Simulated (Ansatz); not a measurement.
**CBrSi− (SMILES [Si-]#CBr): one structure at several levels**

An exercise on one series of results from a longer session: the logs are not shown, and one member is left open.

Method: single points in def2-TZVPPD; program: Ansatz 0.2.0, Gaussian basis.

Correlated methods freeze the cores. Filled d shells of the heavier atoms are correlated.

### Starting geometry

SMILES `[Si-]#CBr`, 3 atoms, charge -1, spin multiplicity 1.

Atoms are counted from 1 here; the program's logs count them from 0.

Bond lengths: Si1–C2 1.702 Å, C2–Br3 2.041 Å. Angles: Si1–C2–Br3 179.6°.

Geometry (Å):

```
Si    1.2901    0.9245    0.8560
C     0.0619    0.0716    0.0431
Br   -1.4213   -0.9444   -0.9240
```

The first run:

File run/in.yaml:

```yaml
crystal:
  periodic: [false, false, false]
  atoms:
    - {symbol: Si, position_ang: [1.290100, 0.924500, 0.856000]}
    - {symbol: C, position_ang: [0.061900, 0.071600, 0.043100]}
    - {symbol: Br, position_ang: [-1.421300, -0.944400, -0.924000]}
basis:
  gaussian: {orbitals: "def2-TZVPPD.json"}
total_charge: -1
correlation: {method: ccsd_t}
output: {forces: true}
```

The basis file named in the input lies beside it (Basis Set Exchange, JSON).

No record of the launch command was kept for these runs.

Steps of the session up to this table: CCSD(T)/def2-TZVPPD; PBE0-D4/def2-TZVPPD; wB97M-V/def2-TZVPPD; r2SCAN-D4/def2-TZVPPD; PBE-D4/def2-TZVPPD; SPW92/def2-TZVPPD; BHLYP-D4/def2-TZVPPD.

One of the session's tables, all rows but one given; the rest of the session is left out.

| method | RMS force component (eV/Å) | angle to CCSD(T) forces (°) |
| --- | --- | --- |
| CCSD(T) | 0.794 | reference |
| PBE0-D4 | 1.041 | 19.2 |
| wB97M-V | 1.120 | 29.1 |
| r2SCAN-D4 | 0.896 | 17.9 |
| PBE-D4 | 0.770 | 8.2 |
| SPW92 | 0.963 | 11.9 |
| BHLYP-D4 | ? | ? |

**Question.** Estimate the row for BHLYP-D4.

As computed: RMS force component (eV/Å): 1.249; angle to CCSD(T) forces (°): 31.8. In the column «RMS force component (eV/Å)» it is the highest.
